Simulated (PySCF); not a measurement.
**C₃H₁₀BBrN₂: electronic excitations**

Wanted: the electronic excitations of C₃H₁₀BBrN₂ (`C=N[B@@H-](Br)[NH+](C)C`), by calculation.

The runs use PySCF 2.14.0, with density-fitted response routines of our own; the level of theory stands in each step. All values are computed, except where a source is named. Atoms are numbered from 0 throughout.

## Step 1: The molecule as given

17 atoms, charge 0, multiplicity 1; geometry from: GFN2-xTB.

Bonds of the start (Å): C0–N1 1.25, N1–B2 1.47, B2–Br3 2.01, B2–N4 1.65, N4–C5 1.46, N4–C6 1.47, C0–H7 1.10, C0–H8 1.09, B2–H9 1.19, N4–H10 1.02, C5–H11 1.09, C5–H12 1.09, C5–H13 1.09, C6–H14 1.09, C6–H15 1.09, C6–H16 1.09.

## Step 2: Ultraviolet spectrum: wB97X-D/def2-SVPD

The job: settings as JSON, then the geometry in Å.

```
{"job": {"kind": "uv", "xc": "wB97X-D", "basis": "def2-SVPD", "nstates": 8, "ntriplets": 3}, "charge": 0, "multiplicity": 1}
C      2.850517     0.404385     0.268087
N      1.707744     0.302544    -0.220221
B      0.691723    -0.737914     0.004258
Br     0.666404    -1.587980     1.822421
N     -0.735165     0.084591    -0.123837
C     -1.916496    -0.777763    -0.107839
C     -0.850303     1.161236     0.863320
H      3.280125    -0.285169     1.007589
H      3.491401     1.228278    -0.036749
H      0.698091    -1.565778    -0.849863
H     -0.642406     0.513716    -1.043472
H     -2.827748    -0.195181    -0.253412
H     -1.837912    -1.527541    -0.892901
H     -1.970290    -1.288483     0.853867
H      0.042661     1.782232     0.812902
H     -1.733767     1.773057     0.674858
H     -0.921578     0.727798     1.860544
```

With the program's defaults for keys left out, this is: TDDFT wB97X-D/def2-SVPD, vertical, gas phase, core orbitals frozen in the response.

On the command line:

```bash
OMP_NUM_THREADS=1 python probes_run.py task.json out
```

One launch serves the whole session: the jobs run in the order shown.

Predict these results of the whole session: lowest singlet (wB97X-D/def2-SVPD); brightest single state of those computed; lowest triplet.

As calculated:

| quantity | value |
| --- | --- |
| lowest singlet (wB97X-D/def2-SVPD) | 4.38 eV (283 nm), f = 0.001 |
| brightest single state of those computed | state 8, 7.51 eV, f = 0.102 |
| lowest triplet | 3.79 eV |

The first singlet state (HOMO→LUMO 0.67, HOMO→LUMO+1 0.25) lies at 4.38 eV and is weak; of the 8 states computed, the strongest absorption comes from state 8 at 7.51 eV (the last computed, so partners may be missing). The lowest triplet lies 0.59 eV below the lowest singlet (triplets in Tamm-Dancoff, singlets in full TDDFT).
